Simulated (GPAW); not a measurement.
**CH3Au (SMILES [CH3][Au]), step by step**

We compute a structure relaxation (PBE-D3(0)/plane waves), then vibrational wavenumbers (PBE-D3(0)/plane waves) of CH3Au. The job is set up through an ASE script.

The calculation is run with GPAW 26.7.0.

4 further runs of the same task are left out: 1 for a known fault of the program, 3 set aside as unsound or not needed.

**1. The molecule**

CH3Au has 5 atoms, charge 0, and is taken as a singlet. SMILES: `[CH3][Au]`. All atoms were displaced at random from a relaxed shape. The run starts from this shape.

Bond lengths: C1–Au2 2.095 Å, C1–H3 1.030 Å, C1–H4 1.068 Å, C1–H5 1.137 Å. Angles: Au2–C1–H3 112.8°, Au2–C1–H4 110.3°, Au2–C1–H5 107.8°, H3–C1–H4 112.0°, H3–C1–H5 108.2°, H4–C1–H5 105.3°.

**2. A geometry optimisation at PBE-D3(0)/plane waves (scalar-relativistic datasets, plane-wave cutoff 340 eV) (run 1)**

run.xyz reads:

```xyz
5

C     -0.192024    -0.010536    -0.032909
Au     1.777679    -0.424214     0.548261
H     -0.889868    -0.378888     0.628713
H     -0.364391    -0.354236    -1.029330
H     -0.310163     1.119099    -0.080241
```

run_relax.py reads:

```python
from ase.calculators.mixing import SumCalculator
from ase.io import read, write
from ase.optimize import LBFGS
from dftd3.ase import DFTD3
from gpaw import GPAW, PW

# Structure
molecule = read('run.xyz')
molecule.center(vacuum=4.5)

# GPAW settings
calc = GPAW(mode=PW(340),
            occupations={'name': 'fermi-dirac', 'width': 0.02},
            maxiter=120,
            xc='PBE',
            symmetry='off',
            txt='-')
molecule.calc = SumCalculator([DFTD3(method='PBE', damping='d3zero'), calc])

opt = LBFGS(molecule, trajectory='run.traj')
converged = opt.run(fmax=0.02, steps=100)
print('Converged:', converged)
print(f'Final energy            {molecule.get_potential_energy():.5f} eV')
print(f'r(H2-C0) = {molecule.get_distance(2, 0):.4f} Ang')
print(f'r(H3-C0) = {molecule.get_distance(3, 0):.4f} Ang')
write('relaxed.xyz', molecule)
```

Command:

```bash
$ OMP_NUM_THREADS=1 python run_relax.py
```

Output:

```text
[...]
  mode=PW(ecut=340.0),
[...]
Number of symmetries: 1
[...]
  Number of IBZ points: 1
[...]
Cutoff: 340.0 eV
Spin-components: 1 (collinear spins)
Bands:           15
[...]
  Valence electrons: 18.0
[...]
  Grid points: [50 45 48]
  Charge: 0.0  # |e|
[...]
    cutoffs:
[...]
occupation numbers:
  Fermi-Dirac:
[...]
xc functional:
  name: PBE with 2 nearest neighbor stencil
[...]
|iter     |     time |      energy | eigst |  dens |
[...]
|iter:   1| 00:00:01 |  -23.768542 | +0.76 |       |
[...]
Converged in 10 steps
[...]
dipole moment: (0.007864, 0.008086, -0.004287)  # |e|*Ang
Fermi level: -4.664
[...]
Converged in 9 steps
[...]
Converged in 7 steps
[...]
Converged in 7 steps
[...]
Converged in 6 steps
[...]
|iter:   4| 00:00:30 |  -20.617766c| -7.52c| -4.42c|
Converged in 4 steps
[...]
Energy contributions relative to reference atoms: (reference = -517663.369711)
Energy contributions:
  Kinetic:           9.333771
  Coulomb:         -14.109264
  Zero:              0.065682
  External:          0.000000
  Xc:              -15.907955
  Entropy:          -0.000000
  Spinorbit:         0.000000
  ----------------------------
  Free energy:     -20.617766
  Extrapolated:    -20.617766
dipole moment: (-0.010184, 0.003923, -0.004601)  # |e|*Ang
Fermi level: -4.664
Eigenvalues  # (at kpt = [0.000, 0.000, 0.000])
| band index |      eig [eV] | occ [0-2] |
|------------|---------------|-----------|
|          0 |       -16.871 |     2.000 |
|          1 |        -9.978 |     2.000 |
|          2 |        -9.975 |     2.000 |
|          3 |        -8.925 |     2.000 |
|          4 |        -6.702 |     2.000 |
|          5 |        -6.698 |     2.000 |
|          6 |        -6.477 |     2.000 |
|          7 |        -6.477 |     2.000 |
|          8 |        -5.794 |     2.000 |
|          9 |        -2.719 |     0.000 |
|         10 |        -0.178 |     0.000 |
|         11 |        -0.105 |     0.000 |
[...]
Gap: 3.075 eV
Transition (v -> c):
[...]
Forces  # eV/Ang
|        x |        y |        z |
|----------|----------|----------|
|  0.00049 | -0.00894 |  0.00217 |  # C    0
| -0.03353 | -0.00702 | -0.00019 |  # Au   1
|  0.02325 | -0.01297 |  0.00205 |  # H    2
|  0.00490 | -0.00417 |  0.00281 |  # H    3
| -0.00476 | -0.01305 | -0.00234 |  # H    4
Force computation time: 0.253  # s
LBFGS:    7 hh:mm:ss      -20.633326        0.018018
Converged: True
Final energy            -20.63333 eV
r(H2-C0) = 1.1053 Ang
r(H3-C0) = 1.1055 Ang
```

It took 31 s on 1 thread of Arm Neoverse V2, shared host; peak memory 0.32 GiB.

Step by step:

```csv
step,energy from the first frame kept (eV),largest force (eV/Å)
0,0.0000,3.5428
1,-0.1619,0.6897
2,-0.1801,0.5422
3,-0.2063,0.5944
4,-0.2162,0.4841
5,-0.2205,0.1529
6,-0.2209,0.0268
7,-0.2210,0.0180
```

After the run. Bond lengths: C1–Au2 2.029 Å, C1–H3 1.105 Å, C1–H4 1.106 Å, C1–H5 1.106 Å. Angles: Au2–C1–H3 107.5°, Au2–C1–H4 107.0°, Au2–C1–H5 106.7°, H3–C1–H4 111.8°, H3–C1–H5 111.7°, H4–C1–H5 111.7°.

**3. Vibrational wavenumbers at PBE-D3(0)/plane waves (scalar-relativistic datasets, plane-wave cutoff 340 eV, shape nonlinear) (run 2)**

relaxed.xyz reads:

```xyz
5
Lattice="11.667546999999999 0.0 0.0 0.0 10.543313 0.0 0.0 0.0 10.658043" Properties=species:S:1:pos:R:3:forces:R:3 energy=-20.633325577343584 pbc="F F F"
C        5.19634244       4.95767906       5.47675851      -0.00041274      -0.00872341       0.00189545
Au       7.08897797       4.51262097       6.05779372       0.00005686      -0.01491140       0.01011331
H        4.50730842       4.50438439       6.21265930       0.00923395      -0.01453131       0.00522399
H        5.05854201       4.52982294       4.46674306      -0.00468860      -0.00552756      -0.00772581
H        5.11752103       6.06062888       5.46819795      -0.01384391      -0.00245040      -0.00500217
```

calc.py reads:

```python
from ase.calculators.mixing import SumCalculator
from ase.io import read
from ase.thermochemistry import IdealGasThermo
from ase.vibrations import Vibrations
from dftd3.ase import DFTD3
from gpaw import GPAW, PW

# Geometry
atoms = read('relaxed.xyz')

# GPAW settings
calc = GPAW(mode=PW(340),
            xc='PBE',
            occupations={'name': 'fermi-dirac', 'width': 0.02},
            convergence={'density': 1e-05},
            maxiter=120,
            symmetry='off',
            txt='mol.txt')
atoms.calc = SumCalculator([DFTD3(method='PBE', damping='d3zero'), calc])

energy = atoms.get_potential_energy()
vib = Vibrations(atoms, delta=0.01)
vib.run()
vib.summary()
freqs = vib.get_frequencies()
zpe = vib.get_zero_point_energy()

thermo = IdealGasThermo(vib_energies=vib.get_energies(), potentialenergy=energy, atoms=atoms, geometry='nonlinear',
                        symmetrynumber=3, spin=0.0, ignore_imag_modes=True)
H = thermo.get_enthalpy(400.0, verbose=False)
S = thermo.get_entropy(400.0, 100000.0, verbose=False)
G = thermo.get_gibbs_energy(temperature=400.0, pressure=100000.0)
```

Command:

```bash
$ python calc.py > calc.log
```

Output:

```text
---------------------
  #    meV     cm^-1
---------------------
  0    6.7i     54.4i
  1    1.0i      8.3i
  2    0.8i      6.6i
  3    0.3i      2.3i
  4    1.2       9.4
  5   13.6     109.4
  6   68.5     552.5
  7   95.5     770.5
  8   95.6     771.3
  9  141.0    1137.5
 10  170.3    1373.4
 11  170.5    1375.2
 12  365.9    2951.1
 13  379.6    3061.5
 14  379.7    3062.2
---------------------
Zero-point energy: 0.941 eV
Enthalpy components at T = 400.00 K:
===============================
Enthalpy components at T = 400.00 K:
===============================
E_pot                -20.633 eV
E_ZPE                  0.933 eV
Cv_trans (0->T)        0.052 eV
Cv_rot (0->T)          0.052 eV
Cv_vib (0->T)          0.028 eV
-------------------------------
U                    -19.568 eV
===============================
(C_v -> C_p)           0.034 eV
-------------------------------
H                    -19.534 eV
===============================

Entropy components at T = 400.00 K and P = 100000.0 Pa:
=================================================
{"":15s}{"S":13s}     {"T*S:13s}
S_trans (1 bar)    0.0018839 eV/K        0.754 eV
S_rot              0.0008560 eV/K        0.342 eV
S_elec             0.0000000 eV/K        0.000 eV
S_vib              0.0000977 eV/K        0.039 eV
S (1 bar -> P)    -0.0000000 eV/K       -0.000 eV
-------------------------------------------------
S                  0.0028376 eV/K        1.135 eV
=================================================

Free energy components at T = 400.00 K and P = 100000.0 Pa:
=======================
    H        -19.534 eV
 -T*S         -1.135 eV
-----------------------
    G        -20.669 eV
=======================
```

mol.txt (excerpt; [...] marks lines left out):

```text
[...]
  mode=PW(ecut=340.0),
[...]
Converged in 9 steps
[...]
dipole moment: (-0.009436, 0.003825, -0.004660)  # |e|*Ang
[...]
Converged in 8 steps
[...]
Energy contributions relative to reference atoms: (reference = -517663.369711)
Energy contributions:
  Kinetic:           9.340120
  Coulomb:         -14.115012
  Zero:              0.065649
  External:          0.000000
  Xc:              -15.908308
  Entropy:          -0.000000
  Spinorbit:         0.000000
  ----------------------------
  Free energy:     -20.617552
  Extrapolated:    -20.617552
dipole moment: (-0.010192, 0.004573, -0.003842)  # |e|*Ang
Fermi level: -4.533
Eigenvalues  # (at kpt = [0.000, 0.000, 0.000])
| band index |      eig [eV] | occ [0-2] |
|------------|---------------|-----------|
|          0 |       -16.872 |     2.000 |
|          1 |        -9.998 |     2.000 |
|          2 |        -9.961 |     2.000 |
[... 11 lines of this table left out ...]
|         14 |         0.904 |     0.000 |
Gap: 3.075 eV
Transition (v -> c):
[...]
Forces  # eV/Ang
|        x |        y |        z |
|----------|----------|----------|
| -0.00455 | -0.01204 |  0.04248 |  # C    0
| -0.03118 | -0.01114 |  0.00051 |  # Au   1
|  0.02475 | -0.03147 |  0.00151 |  # H    2
|  0.00307 |  0.02100 |  0.00107 |  # H    3
| -0.00207 | -0.01231 | -0.04075 |  # H    4
Force computation time: 0.256  # s
timing:  # [seconds]
  Total:  135.368  # ━━━━━━━━━━━━━━━━━━━━━━━━━━━━━━━━━━━━━━━━━━━━━━━━━━━━━━━━
  Init:     0.587  #
  SCF:    116.530  # ━━━━━━━━━━━━━━━━━━━━━━━━━━━━━━━━━━━━━━━━━━━━━━━━
  Forces:   7.666  # ━━━
  Move:    10.106  # ━━━━
```

It took 2.3 min on 1 thread of Arm Neoverse V2, shared host; peak memory 0.35 GiB.

**4. Summary of results**

| quantity | value |
| --- | --- |
| run 1, PBE-D3(0)/plane waves: energy as printed (from the program's reference atoms) | -20.6333 eV |
| run 1, PBE-D3(0)/plane waves: dipole moment | 0.06 D |
| run 1, PBE-D3(0)/plane waves: HOMO energy (from the vacuum level) | -6.08 eV |
| run 1, PBE-D3(0)/plane waves: LUMO energy (from the vacuum level) | -3.00 eV |
| run 1, PBE-D3(0)/plane waves: HOMO–LUMO gap | 3.07 eV |
| run 1, PBE-D3(0)/plane waves: dispersion energy | -1.50 kJ/mol |
| run 2, PBE-D3(0)/plane waves: lowest harmonic wavenumber | 552 cm⁻¹ |
| run 2, PBE-D3(0)/plane waves: highest harmonic wavenumber | 3062 cm⁻¹ |
| run 2, PBE-D3(0)/plane waves: zero-point energy | 90.1 kJ/mol |
| run 2, PBE-D3(0)/plane waves: ideal-gas entropy at 400 K and 100000 Pa (symmetry number 3 as used) | 65.4 cal/(mol K) |

The optimisation (run 1, PBE-D3(0)/plane waves) took 7 steps and changed the energy by -0.221 eV. All 9 modes (run 2, PBE-D3(0)/plane waves) are real, so the shape is a minimum at this level.
